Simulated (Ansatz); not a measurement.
Molecular dynamics of Na

input.yaml

```yaml
crystal:
  lattice:
    - [8.73309, 0.0, 0.0]
    - [0.0, 8.73309, 0.0]
    - [0.0, 0.0, 8.73309]
  atoms:
    - { symbol: Na, position: [0.0, 0.0, 0.0] }
    - { symbol: Na, position: [0.5, 0.0, 0.0] }
    - { symbol: Na, position: [0.0, 0.5, 0.0] }
    - { symbol: Na, position: [0.0, 0.0, 0.5] }
    - { symbol: Na, position: [0.25, 0.25, 0.25] }
    - { symbol: Na, position: [0.5, 0.5, 0.0] }
    - { symbol: Na, position: [0.5, 0.0, 0.5] }
    - { symbol: Na, position: [0.75, 0.25, 0.25] }
    - { symbol: Na, position: [0.0, 0.5, 0.5] }
    - { symbol: Na, position: [0.25, 0.75, 0.25] }
    - { symbol: Na, position: [0.25, 0.25, 0.75] }
    - { symbol: Na, position: [0.5, 0.5, 0.5] }
    - { symbol: Na, position: [0.75, 0.75, 0.25] }
    - { symbol: Na, position: [0.75, 0.25, 0.75] }
    - { symbol: Na, position: [0.25, 0.75, 0.75] }
    - { symbol: Na, position: [0.75, 0.75, 0.75] }
basis:
  ecutwfc: 420.0
kpoints:
  mp_grid: { grid: [1, 1, 1] }
hamiltonian:
  xc: pbe
  dispersion: d3bj
scf:
  occupations: { method: fermi_dirac, width: 0.1 }
  lower_state_search: "off"
md:
  timestep: 2
  n_steps: 230
  ensemble: nvt_langevin
  temperature: 900.0
  initial_velocities: maxwell_boltzmann
  seed: 144766
  friction: 0.02
```

Run as:

```bash
$ ansatz run input.yaml --threads 1 --pin off --max-ram 3072MiB --backend cpu --events-out ev --progress --plain --runs-dir out
```

It starts from a structure without forces on its atoms.

Output, in part (step lines):

```
md step     0: t =     0.00 fs  T =   843.7 K  F+E_penalty+E_count = -23783.17459213 eV  E_kin = 1.745010 eV  (6 SCF iters)
md step     1: t =     2.00 fs  T =   793.3 K  F+E_penalty+E_count = -23783.17295081 eV  E_kin = 1.640744 eV  (6 SCF iters)
md step     2: t =     4.00 fs  T =   868.2 K  F+E_penalty+E_count = -23783.16813178 eV  E_kin = 1.795569 eV  (6 SCF iters)
md step     3: t =     6.00 fs  T =   859.2 K  F+E_penalty+E_count = -23783.16027532 eV  E_kin = 1.777057 eV  (6 SCF iters)
md step     4: t =     8.00 fs  T =   870.3 K  F+E_penalty+E_count = -23783.14980723 eV  E_kin = 1.799942 eV  (6 SCF iters)
md step     5: t =    10.00 fs  T =   806.9 K  F+E_penalty+E_count = -23783.13718691 eV  E_kin = 1.668894 eV  (5 SCF iters)
md step     6: t =    12.00 fs  T =   848.9 K  F+E_penalty+E_count = -23783.12229001 eV  E_kin = 1.755713 eV  (5 SCF iters)
md step     7: t =    14.00 fs  T =   794.4 K  F+E_penalty+E_count = -23783.10500340 eV  E_kin = 1.643020 eV  (5 SCF iters)
[... lines left out ...]
md step   229: t =   458.00 fs  T =   693.1 K  F+E_penalty+E_count = -23781.05529109 eV  E_kin = 1.433523 eV  (5 SCF iters)
md step   230: t =   460.00 fs  T =   668.1 K  F+E_penalty+E_count = -23781.04090317 eV  E_kin = 1.381735 eV  (6 SCF iters)
```

The steps, from the saved trajectory:

```tsv
time (fs)	T (K)	potential energy less start (eV)
0.0	844	0.000
14.0	794	0.070
28.0	725	0.232
42.0	679	0.467
56.0	705	0.737
70.0	475	0.914
84.0	662	1.112
98.0	723	1.175
112.0	596	1.250
126.0	645	1.300
140.0	477	1.266
154.0	711	1.208
168.0	688	1.148
182.0	921	1.102
196.0	882	1.088
210.0	922	1.151
224.0	943	1.211
238.0	996	1.207
252.0	905	1.241
266.0	988	1.360
280.0	985	1.431
294.0	872	1.481
308.0	804	1.569
322.0	709	1.650
336.0	821	1.777
350.0	769	1.806
364.0	883	1.700
378.0	938	1.599
392.0	1280	1.498
406.0	856	1.459
420.0	1425	1.430
434.0	1384	1.524
448.0	1023	1.913
```

All steps were run. A run of 0.46 ps of so small a system gives no equilibrium averages. Limits of this set-up: coarse k mesh.

Mean squared displacements from the first frame to the last, about the centre of mass: Na 0.81 Å².

Last frame:

```xyz
16
Lattice="8.7331 0.0000 0.0000 0.0000 8.7331 0.0000 0.0000 0.0000 8.7331" Properties=species:S:1:pos:R:3
Na 0.029 0.824 0.179
Na 3.880 0.225 -0.169
Na -0.759 4.095 -0.103
Na -0.230 -0.020 4.665
Na 2.872 2.987 1.831
Na 4.494 4.448 -0.797
Na 3.672 0.577 4.368
Na 6.375 1.331 2.532
Na -0.728 3.087 3.006
Na 2.222 7.007 2.769
Na 2.403 2.815 6.032
Na 4.508 4.774 4.891
Na 5.904 6.165 2.810
Na 6.796 2.646 6.064
Na 1.674 6.639 6.946
Na 5.998 7.367 6.691
```

The run took 11 min on 1 thread of Arm Neoverse V2, with other jobs on the host, peak memory 0.59 GiB.
